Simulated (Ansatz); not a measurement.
# CH₈BNSSi: a ladder of functionals and wavefunction methods

The task here is to estimate one member of a computed series from the others.

Computed with Ansatz 0.2.0, Gaussian basis. Level: functionals in def2-TZVPP, the program's frozen cores in correlated methods.

The runs, in order: PBE-D4, r2SCAN-D4, PBE0-D4, B3LYP-D4, ωB97X-V, ωB97M-V, B2PLYP; CCSD(T)/def2-TZVPP; MP2/def2-QZVPP; extrapolation to the limit.

## The relaxed structure

The geometry comes from an earlier relaxation with PBE0-D4 in a triple-zeta def2 set; it is a stationary point, not always the lowest conformer.

SMILES `BN(C)[SiH2]S`, 13 atoms, charge 0, spin multiplicity 1.

Atoms are counted from 1 here; the program's logs count them from 0.

Bond lengths: B1–N2 1.396 Å, B1–H6 1.200 Å, B1–H7 1.195 Å, N2–C3 1.461 Å, N2–Si4 1.752 Å, C3–H8 1.090 Å, C3–H9 1.095 Å, C3–H10 1.095 Å, Si4–S5 2.119 Å, Si4–H11 1.486 Å, Si4–H12 1.485 Å, S5–H13 1.344 Å. Angles: N2–B1–H6 118.8°, N2–B1–H7 119.9°, H6–B1–H7 121.3°, B1–N2–C3 121.4°, B1–N2–Si4 125.7°, C3–N2–Si4 112.9°, N2–C3–H8 109.6°, N2–C3–H9 111.2°, N2–C3–H10 111.2°, H8–C3–H9 108.3°, H8–C3–H10 108.6°, H9–C3–H10 107.8°, N2–Si4–S5 115.3°, N2–Si4–H11 107.4°, N2–Si4–H12 108.7°, S5–Si4–H11 111.1°, S5–Si4–H12 105.0°, H11–Si4–H12 109.3° and more.

Set-up of the first run:

The input, in.yaml:

```yaml
crystal:
  periodic: [false, false, false]
  atoms:
    - {symbol: B, position_ang: [-0.245414, 0.425870, 1.549877]}
    - {symbol: N, position_ang: [0.175168, -0.145790, 0.347916]}
    - {symbol: C, position_ang: [0.941538, -1.389883, 0.323585]}
    - {symbol: Si, position_ang: [-0.180028, 0.467775, -1.254305]}
    - {symbol: S, position_ang: [-1.078450, 2.386525, -1.311437]}
    - {symbol: H, position_ang: [0.042984, -0.117223, 2.579922]}
    - {symbol: H, position_ang: [-0.884670, 1.435333, 1.537701]}
    - {symbol: H, position_ang: [1.087120, -1.749709, 1.341890]}
    - {symbol: H, position_ang: [0.419075, -2.166658, -0.245039]}
    - {symbol: H, position_ang: [1.923337, -1.240275, -0.136804]}
    - {symbol: H, position_ang: [-1.029988, -0.541635, -1.937217]}
    - {symbol: H, position_ang: [1.095154, 0.618821, -1.999505]}
    - {symbol: H, position_ang: [-2.245229, 1.982049, -0.781885]}
basis:
  gaussian: {orbitals: def2-TZVPP}
hamiltonian: {xc: pbe, dispersion: d4}
output: {forces: true, orbitals: {seedname: orbitals}}
```

Command:

```
$ ansatz run in.yaml --threads 4 --pin off --events-out ev --progress --plain --max-ram 10444MiB
```

Among the steps run: PBE-D4 (GGA); r2SCAN-D4 (meta-GGA); PBE0-D4 (hybrid); B3LYP-D4 (hybrid); ωB97X-V (range-separated); ωB97M-V (range-separated); B2PLYP (double hybrid); CCSD(T) in def2-TZVPP; MP2 in def2-QZVPP.

One table of the session follows, with a row left open; its other results are not shown here.

| method | atomisation energy (kJ/mol) |
| --- | --- |
| PBE-D4 | ? |
| r2SCAN-D4 | 4574.0 |
| PBE0-D4 | 4567.1 |
| B3LYP-D4 | 4582.7 |
| ωB97X-V | 4595.8 |
| ωB97M-V | 4596.0 |
| B2PLYP | 4519.5 |
| HF/def2-TZVPP | 3389.8 |
| MP2/def2-TZVPP | 4481.7 |
| CCSD/def2-TZVPP | 4384.9 |
| CCSD(T)/def2-TZVPP | 4443.6 |
| MP2/CBS | 4600.4 |
| CCSD(T)/CBS | 4562.4 |

Estimate the missing values for PBE-D4.

As computed: atomisation energy (kJ/mol): 4618.0. In the column «atomisation energy (kJ/mol)» it is the highest.
